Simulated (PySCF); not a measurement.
# BCl2F (dichlorofluoroborane) at r2SCAN/6-311+G(d,p)

What is the vertical singlet–triplet gap of BCl2F (dichlorofluoroborane) at r2SCAN/6-311+G**? Input form: a Python script.

Program for the calculation: PySCF 2.14.0.

2 further runs of the same task are left out: 2 set aside as unsound or not needed.

## 1. The structure to begin with

BCl2F: 4 atoms, total charge 0, spin state singlet. As SMILES, `FB(Cl)Cl`. The coordinates come from a PBE0-D4/def2-TZVP relaxation.

Bond lengths: F1–B2 1.310 Å, B2–Cl3 1.739 Å, B2–Cl4 1.739 Å. Angles: F1–B2–Cl3 119.3°, F1–B2–Cl4 119.3°, Cl3–B2–Cl4 121.5°.

## 2. A single-point energy at r2SCAN/6-311+G(d,p)

The input, job.py:

```python
# FB(Cl)Cl
from pyscf import gto, dft

mol = gto.Mole()
mol.atom = '''
F      0.114370    -1.165320    -0.781190
B      0.007910    -0.080610    -0.054040
Cl    -1.549540     0.373780     0.571420
Cl     1.427260     0.872140     0.263810
'''
mol.charge = 0
mol.basis = '6-311+g**'
mol.verbose = 3
mol.max_memory = 1860
mol.spin = 0
mol.build()

myscf = dft.RKS(mol)
myscf.xc = 'r2scan'
myscf.grids.level = 5
myscf.conv_tol = 1e-10
myscf.kernel()
if not myscf.converged:
    myscf = myscf.newton().run(myscf.mo_coeff, myscf.mo_occ)

e_final = myscf.e_tot
print('Final energy', e_final)
```

The run is started by

```bash
OMP_NUM_THREADS=1 python job.py
```

The log of the run:

```text
converged SCF energy = -1045.17570053646
Final energy -1045.1757005364598
```

It took 27 s on 1 thread of Arm Neoverse V2, shared host; peak memory 0.59 GiB.

## 3. The triplet, same level

The input, input.py:

```python
from pyscf import gto, dft

mol = gto.M(
    atom=[
    ('F', (0.114370, -1.165320, -0.781190)),
    ('B', (0.007910, -0.080610, -0.054040)),
    ('Cl', (-1.549540, 0.373780, 0.571420)),
    ('Cl', (1.427260, 0.872140, 0.263810)),
],
    max_memory=1860,
    spin=2,
    basis='6-311+g**',
    verbose=3,
)

calc0 = dft.UKS(mol)
calc0.xc = 'r2scan'
calc0.conv_tol = 1e-10
calc0.grids.level = 5
calc0.kernel()
if not calc0.converged:
    calc0 = calc0.newton().run(calc0.mo_coeff, calc0.mo_occ)

e_tot = calc0.e_tot
print('Final energy', e_tot)
```

The run is started by

```bash
OMP_NUM_THREADS=1 python input.py
```

The log of the run:

```text
WARN: HOMO -0.0728687579260076 >= LUMO -0.343079256772409

WARN: HOMO -0.0314545971228157 >= LUMO -0.217305328540681

WARN: HOMO -0.0729956687092888 >= LUMO -0.304022702365381

WARN: HOMO -0.0889763110431956 >= LUMO -0.321417827955648

WARN: HOMO -0.0790105151177498 >= LUMO -0.31474314007288

WARN: HOMO -0.0811533112640359 >= LUMO -0.313916473326888

WARN: HOMO -0.0808261943182895 >= LUMO -0.314488211886443

WARN: HOMO -0.0808158053266757 >= LUMO -0.314530221379069

WARN: HOMO -0.0808817961142888 >= LUMO -0.314531045370191

WARN: HOMO -0.0808462448142729 >= LUMO -0.31452800535651

WARN: HOMO -0.0808510830824639 >= LUMO -0.314540266114691

WARN: HOMO -0.0808526628523028 >= LUMO -0.314540075180811

WARN: HOMO -0.0808519116954506 >= LUMO -0.314540065691321

WARN: HOMO -0.0808519618528692 >= LUMO -0.314540146754391

converged SCF energy = -1044.94161893309  <S^2> = 2.0074914  2S+1 = 3.0049901
Final energy -1044.9416189330918
```

It took 65 s on 1 thread of Arm Neoverse V2, shared host; peak memory 0.6 GiB.

## 4. What came out

Level: r2SCAN/6-311+G**.

| quantity | value |
| --- | --- |
| singlet: total energy | -1045.17570 Eh |
| singlet: dipole moment | 0.23 D |
| singlet: HOMO energy | -8.40 eV |
| singlet: LUMO energy | -1.73 eV |
| singlet: HOMO–LUMO gap | 6.67 eV |
| triplet: total energy | -1044.94162 Eh |
| triplet: dipole moment | 1.58 D |
| triplet: HOMO energy (highest over α and β) | -2.20 eV |
| triplet: ⟨S²⟩ | 2.007 |
| vertical energy of the triplet above the singlet | 6.370 eV |

What this shows: At this shape the triplet lies 6.37 eV (615 kJ/mol) above the singlet.
